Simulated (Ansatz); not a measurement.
# Ta4Mo: the cost of one run

Computed with Ansatz 0.2.0 (DFT PBE, scalar-relativistic, plane waves, PAW, unless a step's input says otherwise).

1 further run of the same task is left out (it didn't finish).

## Step 1: Starting point

The structure is cubic, space group Im-3m (No. 229). The conventional cell has a = 5.499 Å, b = 5.499 Å, c = 5.499 Å, α = 90.00°, β = 90.00°, γ = 90.00°. Around Ta (site symmetry -3m) lie 2 Mo at 2.38 Å. Mo (site symmetry m-3m) is surrounded by 8 Ta at 2.38 Å.

As a file:

```cif
data_structure
_symmetry_space_group_name_H-M 'Im-3m'
_symmetry_Int_Tables_number 229
_cell_length_a 5.4990
_cell_length_b 5.4990
_cell_length_c 5.4990
_cell_angle_alpha 90.000
_cell_angle_beta 90.000
_cell_angle_gamma 90.000
_cell_volume 166.29
loop_
_atom_site_label
_atom_site_type_symbol
_atom_site_symmetry_multiplicity
_atom_site_Wyckoff_symbol
_atom_site_fract_x
_atom_site_fract_y
_atom_site_fract_z
_atom_site_occupancy
Ta1 Ta 8 c 0.25000 0.25000 0.75000 1
Mo1 Mo 2 a 0.00000 0.00000 0.00000 1
```

A structure generator made this guess: species swapped into a database cell of MnGa4 (Im-3m, No. 229), with Mo on the Mn sites and Ta on the Ga sites. Lengths come from tabulated atomic sizes and are only a guess.

## Step 2: The guess as it stands, on a coarse mesh

Contents of input.yaml:

```yaml
crystal:
  lattice:
    - [-2.74952037, 2.74952037, 2.74952037]
    - [2.74952037, -2.74952037, 2.74952037]
    - [2.74952037, 2.74952037, -2.74952037]
  atoms:
    - { symbol: Ta, position: [0.0, 0.0, 0.5] }
    - { symbol: Ta, position: [0.0, 0.5, 0.0] }
    - { symbol: Ta, position: [0.5, 0.0, 0.0] }
    - { symbol: Ta, position: [0.5, 0.5, 0.5] }
    - { symbol: Mo, position: [0.0, 0.0, 0.0] }
basis:
  ecutwfc: 420
kpoints:
  mp_grid: { grid: [4, 4, 4] }
hamiltonian:
  xc: pbe
scf:
  occupations: { method: gaussian, width: 0.1 }
  lower_state_search: "off"
output:
  forces: true
  stress: true
  eigenvalues: true
```

Run with:

```bash
ansatz run input.yaml --threads 1 --pin off --max-ram 2560MiB --backend cpu --events-out ev --progress --plain --runs-dir out
```

**Question.** How long does this run take on 1 thread of Intel Xeon Platinum 8259CL at 2.50GHz (Skylake/Cascade Lake), shared host, and how much memory does it need?

About 2.1 s, with a peak of 0.39 GiB.
